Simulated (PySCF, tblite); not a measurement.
# C₃H₁₅NSi₃: geometry, infrared bands and NMR shifts

What infrared bands and NMR shifts should C₃H₁₅NSi₃ (`CN(C)C[SiH2][SiH2][SiH3]`) show?

Computed with tblite 0.8.0 and PySCF 2.14.0, with density-fitted response routines of our own, on a single molecule in the gas phase. Atoms are numbered from 0 throughout.

## Step 1: Starting geometry

22 atoms, charge 0, multiplicity 1; geometry from: force field or distance geometry start.

Bonds of the start (Å): C0–N1 1.46, N1–C2 1.47, N1–C3 1.48, C3–Si4 1.87, Si4–Si5 2.29, Si5–Si6 2.29, C0–H7 1.09, C0–H8 1.10, C0–H9 1.10, C2–H10 1.10, C2–H11 1.10, C2–H12 1.09, C3–H13 1.10, C3–H14 1.09, Si4–H15 1.49, Si4–H16 1.50, Si5–H17 1.50, Si5–H18 1.49, Si6–H19 1.49, Si6–H20 1.49, Si6–H21 1.48.

## Step 2: Relaxing the molecule with GFN2-xTB

What the job is given:

```
{"job": {"kind": "relax", "xc": "GFN2-xTB", "basis": "xTB"}, "charge": 0, "multiplicity": 1}
C     -2.335200    -0.659200    -0.517800
N     -1.285500    -0.009000     0.259500
C     -1.877000     0.675700     1.416800
C     -0.492300     0.944200    -0.548700
Si     0.833100     0.102000    -1.564700
Si     2.130500    -1.272800    -0.271900
Si     2.758100    -0.032000     1.553800
H     -1.926700    -1.236300    -1.341700
H     -2.898100    -1.366700     0.107600
H     -3.055900     0.072300    -0.922300
H     -2.453500    -0.026000     2.034200
H     -2.564900     1.480200     1.099900
H     -1.116400     1.111100     2.067500
H      0.045000     1.630800     0.118800
H     -1.144700     1.562800    -1.170400
H      0.214400    -0.672500    -2.673000
H      1.690000     1.152600    -2.197600
H      3.336800    -1.715500    -1.038300
H      1.402800    -2.504800     0.141400
H      1.587000     0.410500     2.358700
H      3.650700    -0.813600     2.452700
H      3.491500     1.185800     1.124700
```

Command:

```sh
> OMP_NUM_THREADS=1 python probes_run.py task.json out
```

The driver reads the jobs from task.json and runs them one after another.

**Question.** This job is followed by: GFN2-xTB harmonic vibrations, gas phase; GIAO PBE0/pcSseg-1 NMR shielding, non-relativistic, gas phase. What will the session give for the following? strongest single infrared mode (GFN2-xTB); zero-point energy (GFN2-xTB); 13C shifts against TMS (PBE0/pcSseg-1, means over atoms taken as alike); 1H shifts against TMS (PBE0/pcSseg-1, means over atoms taken as alike); 15N shifts against NH3 (PBE0/pcSseg-1); 29Si shifts against TMS (PBE0/pcSseg-1).

The runs gave:

| quantity | value |
| --- | --- |
| strongest single infrared mode (GFN2-xTB) | 610 cm⁻¹, 747 km/mol |
| zero-point energy (GFN2-xTB) | 103.7 kcal/mol |
| 13C shifts against TMS (PBE0/pcSseg-1, means over atoms taken as alike) | 49.0, 43.7 ppm |
| 1H shifts against TMS (PBE0/pcSseg-1, means over atoms taken as alike) | 4.04, 3.50, 3.33, 2.09, 1.90 ppm |
| 15N shifts against NH3 (PBE0/pcSseg-1) | 47.5 ppm |
| 29Si shifts against TMS (PBE0/pcSseg-1) | -70.5, -113.0, -137.0 ppm |

Relaxing lowered the energy by 0.287 eV in 231 steps; the close pair that moved most is C3–Si4, from 1.870 to 1.913 Å. All 60 modes are real, so the xTB geometry is a minimum. The strongest single mode, at 610 cm⁻¹, is carried by H17, H18, H15, Si5. GFN2-xTB is a fitted tight-binding method: band positions and strengths are rough. Its intensities can rank the bands wrongly. At PBE0/pcSseg-1: The largest span, 96 ppm, is at Si4, where the paramagnetic term is -462 ppm.
